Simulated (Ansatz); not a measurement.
# CH6OSi (built from SMILES CO[SiH3]): a reaction path by the nudged elastic band

What path joins these two structures, and how high does it climb? Both ends were relaxed at PBE0-D4 in triple zeta.

Computed with Ansatz 0.2.0, Gaussian basis. Level: PBE0-D4/def2-SVP.

16 further runs of the same task are left out: 16 set aside as unsound or not needed.

## 1. The system as given

The first end: 9 atoms, charge 0, spin multiplicity 1.

Atoms are counted from 1 here; the program's logs count them from 0.

Bond lengths: Si1–O2 1.651 Å, Si1–H5 1.532 Å, O2–C3 1.411 Å, C3–H7 1.093 Å, C3–H8 1.092 Å, C3–H9 1.097 Å, H4–H6 0.754 Å. Angles: O2–Si1–H5 94.7°, Si1–O2–C3 122.5°, O2–C3–H7 109.4°, O2–C3–H8 109.2°, O2–C3–H9 111.9°, H7–C3–H8 108.6°, H7–C3–H9 108.8°, H8–C3–H9 108.9°.

Coordinates:

```
Si   -0.4734   -0.5297    1.2162
O     0.3559   -0.6128   -0.2093
C     1.4271    0.2533   -0.5150
H    -2.6372    0.2473    0.0629
H    -1.4342   -1.6711    0.8702
H    -2.3809    0.8742    0.3948
H     1.1738    0.8448   -1.3984
H     2.3170   -0.3405   -0.7366
H     1.6520    0.9346    0.3153
```

The second end:

```xyz
9
CH6OSi
Si   -0.75323   -0.91037    1.36474
O    -0.07183   -0.44698   -0.46845
C     1.03571    0.45938   -0.50369
H    -0.80997   -0.09765   -0.97867
H    -1.97053   -1.49643    0.65395
H    -1.37921    0.48906    1.43500
H     1.39922    0.54795   -1.52779
H     1.80292    0.02043    0.13136
H     0.74703    1.43460   -0.10645
```

## 2. The band at PBE0-D4/def2-SVP

Contents of neb/in.yaml:

```yaml
crystal:
  periodic: [false, false, false]
  atoms:
    - {symbol: Si, position_ang: [-0.473379, -0.529739, 1.216153]}
    - {symbol: O, position_ang: [0.355919, -0.612842, -0.209298]}
    - {symbol: C, position_ang: [1.427133, 0.253295, -0.515036]}
    - {symbol: H, position_ang: [-2.637227, 0.247333, 0.062876]}
    - {symbol: H, position_ang: [-1.434180, -1.671142, 0.870208]}
    - {symbol: H, position_ang: [-2.380907, 0.874207, 0.394808]}
    - {symbol: H, position_ang: [1.173797, 0.844753, -1.398356]}
    - {symbol: H, position_ang: [2.316981, -0.340464, -0.736623]}
    - {symbol: H, position_ang: [1.651964, 0.934601, 0.315268]}
basis:
  gaussian: {orbitals: def2-SVP}
hamiltonian: {xc: pbe0, dispersion: d4}
neb:
  images: 5
  climbing: true
  max_iterations: 40
  initial_path: idpp
  final_atoms:
    - {symbol: Si, position_ang: [-0.753234, -0.910371, 1.364737]}
    - {symbol: O, position_ang: [-0.071832, -0.446980, -0.468445]}
    - {symbol: C, position_ang: [1.035711, 0.459380, -0.503686]}
    - {symbol: H, position_ang: [-0.809968, -0.097648, -0.978672]}
    - {symbol: H, position_ang: [-1.970531, -1.496426, 0.653948]}
    - {symbol: H, position_ang: [-1.379214, 0.489063, 1.434995]}
    - {symbol: H, position_ang: [1.399215, 0.547953, -1.527789]}
    - {symbol: H, position_ang: [1.802918, 0.020431, 0.131361]}
    - {symbol: H, position_ang: [0.747034, 1.434599, -0.106449]}
```

The run is started by

```console
> ansatz run in.yaml --threads 2 --pin off --events-out ev --progress --plain --max-ram 4352MiB
```

What does the calculation give? Wanted: from earlier runs: barrier over the separately found saddle, CCSD(T)/def2-TZVPP.

**Answer**, as computed:

| quantity | value |
| --- | --- |
| PBE0-D4/def2-SVP, 15 iterations | highest 22.6 kcal/mol (image 3), last end +2.5 kcal/mol |
| from earlier runs: barrier over the separately found saddle, CCSD(T)/def2-TZVPP | 30.9 kcal/mol |

What this shows: The highest image lies 22.6 kcal/mol above the first end, and it climbed, so it estimates the saddle. The ends are not quite minima at this level (largest force component 0.51 eV/Å), so the heights are unreliable: relaxing the first end would lower it and raise the barrier above it. The highest image is 8.3 kcal/mol below the CCSD(T) barrier in triple zeta, which comes from separate runs on the saddle.
